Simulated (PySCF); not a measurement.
**FeSCl: one geometry, several methods and rigid scans**

How much do the numbers for FeSCl (sextet) hang on the method? All levels run at one geometry, the PBE0 minimum. Rigid scans about the minimum follow.

The runs use PySCF 2.14.0; several methods, basis Fe def2-TZVP, S def2-TZVP, Cl def2-TZVP, no relativity, density fitting.

## Step 1: The system as given

3 atoms, charge 0, spin multiplicity 6.

Bond lengths: Fe1–S2 2.041 Å, Fe1–Cl3 2.162 Å. Angles: S2–Fe1–Cl3 180.0°.

Coordinates in bohr (charge 0 multiplicity 6):
```
Fe    0.0000    0.0000   -0.1594
S     0.0000    0.0000   -4.0155
Cl    0.0000    0.0000    3.9263
```

## Step 2: PBE0

One driver script runs all steps and calls PySCF; scf.py shows the equivalent input of each level. Each SCF starts from the density of the minimum. The driver also runs the species with one electron less or more at the same geometry (cation multiplicity 5, anion multiplicity 5); their logs are not shown.

Contents of scf.py:

```python
from pyscf import gto, scf, dft
mol = gto.M(atom='''
Fe     0.000000     0.000000    -0.084341
S      0.000000     0.000000    -2.124892
Cl     0.000000     0.000000     2.077701''',
    basis={'Fe': 'def2-TZVP', 'S': 'def2-TZVP', 'Cl': 'def2-TZVP'},
    charge=0, spin=5)
mf = dft.UKS(mol, xc='PBE0')
mf.grids.atom_grid = (99, 590)
aux = {'Fe': 'def2-universal-JKFIT', 'S': 'def2-universal-JKFIT', 'Cl': 'def2-universal-JKFIT'}
mf = mf.density_fit(auxbasis=aux)
mf.kernel()
```

## Step 3: HF

scf.py: that of step 2 with these lines changed.

```diff
@@ -8,2 +8 @@
-mf = dft.UKS(mol, xc='PBE0')
-mf.grids.atom_grid = (99, 590)
+mf = scf.UHF(mol)
```

## Step 4: MP2

scf.py: that of step 3 with these lines changed.

```diff
@@ -11,0 +12,2 @@
+from pyscf.mp import dfump2
+dfump2.DFUMP2(mf, frozen=15).kernel()  # the driver gives MP2 a fitting basis of its own (RI)
```

## Step 5: PBE

scf.py: that of step 4 with these lines changed.

```diff
@@ -8 +8,2 @@
-mf = scf.UHF(mol)
+mf = dft.UKS(mol, xc='PBE')
+mf.grids.atom_grid = (99, 590)
@@ -12,2 +12,0 @@
-from pyscf.mp import dfump2
-dfump2.DFUMP2(mf, frozen=15).kernel()  # the driver gives MP2 a fitting basis of its own (RI)
```

## Step 6: r2SCAN

scf.py: that of step 5 with these lines changed.

```diff
@@ -8 +8 @@
-mf = dft.UKS(mol, xc='PBE')
+mf = dft.UKS(mol, xc='R2SCAN')
```

## Step 7: B3LYP

scf.py: that of step 6 with these lines changed.

```diff
@@ -8 +8 @@
-mf = dft.UKS(mol, xc='R2SCAN')
+mf = dft.UKS(mol, xc='B3LYP')
```

## Step 8: TPSSh

scf.py: that of step 7 with these lines changed.

```diff
@@ -8 +8 @@
-mf = dft.UKS(mol, xc='B3LYP')
+mf = dft.UKS(mol, xc='TPSSH')
```

## Step 9: CAM-B3LYP

scf.py: that of step 8 with these lines changed.

```diff
@@ -8 +8 @@
-mf = dft.UKS(mol, xc='TPSSH')
+mf = dft.UKS(mol, xc='CAMB3LYP')
```

## Step 10: MN15

scf.py: that of step 9 with these lines changed.

```diff
@@ -8 +8 @@
-mf = dft.UKS(mol, xc='CAMB3LYP')
+mf = dft.UKS(mol, xc='MN15')
```

## Step 12: Breathing scan

A rigid scan with PBE0: all bonds to the central atom are scaled together. Each point starts from its neighbour's orbitals, and energies count from the minimum.

## Step 13: Stretching one bond

A rigid scan with PBE0: the bond from Fe to the last atom (Cl) is scaled and the rest held.

(Steps that only read results are left out.)

Q: Predict the outcome of this session. Wanted: atomisation energy, range; vertical ionisation energy, range; vertical electron affinity, range; gap, range; all bonds 4 % longer; one bond 20 % longer.

**Answer**, as computed:

```
                         quantity                                 value
        atomisation energy, range          333 (HF) to 817 (PBE) kJ/mol
vertical ionisation energy, range           8.27 (HF) to 10.30 (MP2) eV
vertical electron affinity, range  2.60 (r2SCAN) to 2.96 (CAM-B3LYP) eV
                       gap, range            0.34 (PBE) to 9.49 (HF) eV
             all bonds 4 % longer                           10.8 kJ/mol
             one bond 20 % longer                           73.6 kJ/mol
```

What this shows: The atomisation energy spreads over 484 kJ/mol, from HF to PBE; without a CCSD(T) value for it there is no yardstick here. Spin contamination is strong in at least one of the open-shell species at PBE0, HF, MP2, PBE, r2SCAN, B3LYP, TPSSh, CAM-B3LYP, MN15. Without diffuse functions electron affinities tend to come out too low. The well is lopsided, 13.9 kJ/mol for 4 % shorter bonds against 10.8 for 4 % longer ones. This is the lowest SCF solution found for this spin; with open d or f shells other occupations or spin states may lie lower.
